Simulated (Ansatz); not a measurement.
# CoO: magnetic order and moments

An exercise on one series of results from a longer session: the logs are not shown, and one member is left open.

Program: Ansatz 0.2.0. Level of theory: DFT PBEsol, scalar-relativistic, plane waves, PAW. These are calculated values, not measurements.

3 further runs of the same task are left out: 2 that didn't finish, 1 set aside as unsound or not needed. Runs told in other sessions of the task aren't counted.

**The system as given**

Symmetry: R-3m, No. 166, trigonal system. Conventional cell: a = 3.011 Å, b = 3.011 Å, c = 7.320 Å, α = 90.00°, β = 90.00°, γ = 120.00°. Co (site symmetry -3m) has 6 O at 2.12 Å in its first shell of neighbours. O (site symmetry -3m) is surrounded by 6 Co at 2.12 Å.

As a file:

```
Co O
1.0
     1.50547    0.86918    2.43993
    -1.50547    0.86918    2.43993
     0.00000   -1.73837    2.43993
Co O
1 1
Direct
  0.00000 0.00000 0.00000
  0.50000 0.50000 0.50000
```

Source of the structure: the Materials Project (structure only). It is taken as it stands there.

**The base run, which the others are set against**

Input file input.yaml:

```yaml
crystal:
  lattice:
    - [1.5054695445, 0.8691832468, 2.4399269062]
    - [-1.5054695445, 0.8691832468, 2.4399269062]
    - [0.0, -1.7383664936, 2.4399269062]
  atoms:
    - { symbol: Co, position: [0.0, 0.0, 0.0], spin: 2.64 }
    - { symbol: O, position: [0.5, 0.5, 0.5], spin: 0.33 }
basis:
  ecutwfc: 420
kpoints:
  mp_grid: { grid: [18, 18, 18] }
hamiltonian:
  xc: pbesol
scf:
  occupations: { method: gaussian, width: 0.1 }
output:
  forces: true
  stress: true
  eigenvalues: true
  populations: true
  write_density: true
  write_potential: true
  elf: true
  volumetric_format: npy
magnetization:
  spin_polarized: true
```

Its results, from an earlier run: -2826.1268 eV/atom at zero smearing, pressure -9.01 GPa, largest force 0.000 eV/Å, no gap on the mesh, site moments Co +2.50, O +0.34 μB, in 11 SCF cycles and 22 s.

The first run:

Input file input.yaml:

```yaml
crystal:
  lattice:
    - [1.5054695445, 0.8691832468, 2.4399269062]
    - [-1.5054695445, 0.8691832468, 2.4399269062]
    - [0.0, -1.7383664936, 2.4399269062]
  atoms:
    - { symbol: Co, position: [0.0, 0.0, 0.0] }
    - { symbol: O, position: [0.5, 0.5, 0.5] }
basis:
  ecutwfc: 420
kpoints:
  mp_grid: { grid: [18, 18, 18] }
hamiltonian:
  xc: pbesol
scf:
  occupations: { method: gaussian, width: 0.1 }
  lower_state_search: "off"
output:
  forces: true
  stress: true
  eigenvalues: true
```

Launch:

```bash
> ansatz run input.yaml --threads 1 --pin off --max-ram 2560MiB --backend cpu --events-out ev --progress --plain --runs-dir out
```

Steps of the session up to this table: Magnetic start: no spin polarisation; Magnetic start: ferromagnetic; Start: large parallel starting moments; Magnetic start: ferrimagnetic in the cell, signs +-; Start: antiferromagnetic, doubled cell, propagation vector (0, 0, 1/2); Magnetic start: antiferromagnetic, doubled cell, propagation vector (0, 1/2, 1/2); Start: antiferromagnetic, doubled cell, propagation vector (1/2, 1/2, 1/2); Magnetic start: small parallel starting moments.

One of the session's tables, all rows but one given; the rest of the session is left out.

It belongs to the step «Which state is lowest». 

| start | energy above the lowest (meV/atom) | pressure (GPa) |
| --- | --- | --- |
| antiferromagnetic, doubled cell, propagation vector (0, 0, 1/2) | 0.00 | -12.4 |
| antiferromagnetic, doubled cell, propagation vector (1/2, 1/2, 1/2) | ? | ? |
| ferromagnetic | 73.3 | -9.0 |
| large parallel starting moments | 73.3 | -9.0 |
| ferrimagnetic in the cell, signs +- | 73.3 | -9.0 |
| small parallel starting moments | 73.3 | -9.0 |
| antiferromagnetic, doubled cell, propagation vector (0, 1/2, 1/2) | 114 | -11.3 |
| no spin | 315 | -27.3 |

**Question.** Estimate the row for antiferromagnetic, doubled cell, propagation vector (1/2, 1/2, 1/2).

As computed: energy above the lowest (meV/atom): 5.12; pressure (GPa): -12.2. In the column «energy above the lowest (meV/atom)» it lies between antiferromagnetic, doubled cell, propagation vector (0, 0, 1/2) (0.00) and ferromagnetic (73.3).

Limits of these values: Only these starts were tried, so a lower state is not ruled out. Without a U such compounds often come out metallic though many are antiferromagnetic insulators. Warnings in the runs' records: seeded moment not kept.
